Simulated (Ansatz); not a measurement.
A run of Ansatz 0.2.0 is set up as follows.

input.yaml

```yaml
crystal:
  lattice:
    - [3.18769231, 0.0, 0.0]
    - [0.0, 3.18769231, 0.0]
    - [0.0, 0.0, 3.18769231]
  atoms:
    - { symbol: Ru, position: [0.0, 0.0, 0.0] }
    - { symbol: Se, position: [0.5, 0.5, 0.5] }
hamiltonian:
  xc: rpbe
  pseudopotentials: { kind: paw }
kpoints:
  mp_grid: { grid: [8, 8, 8] }
scf:
  occupations: { method: fermi_dirac, width: 0.05 }
output:
  forces: true
  stress: true
  eigenvalues: true
  write_density: true
  write_potential: true
  elf: true
  volumetric_format: npy
relax:
  f_tol: 0.01
  max_steps: 40
  cell: { stress_tol: 0.05 }
```

Potentials or basis: Ansatz PAW.

Run with:

```console
$ ansatz run input.yaml --threads 2 --pin off --max-ram 5632MiB --backend cpu --events-out ev --progress --plain --runs-dir out
```

Predict the relaxed volume.

15.59 Å³/atom.

Estimate the space group after relaxing (to 0.05 Å).

Pm-3m (No. 221).

Predict the band gap on the k mesh.

none (metal or under the smearing width).

Final structure:
```xyz
2
Lattice="3.1473 0.0000 0.0000 0.0000 3.1473 0.0000 0.0000 0.0000 3.1473" Properties=species:S:1:pos:R:3 pbc="T T T"
Ru    0.0000    0.0000    0.0000
Se    1.5737    1.5737    1.5737
```

Caveat: the PAW data sets come from PBE, with cores solved anew for the run's functional, which leaves a small shift of forces and pressure.
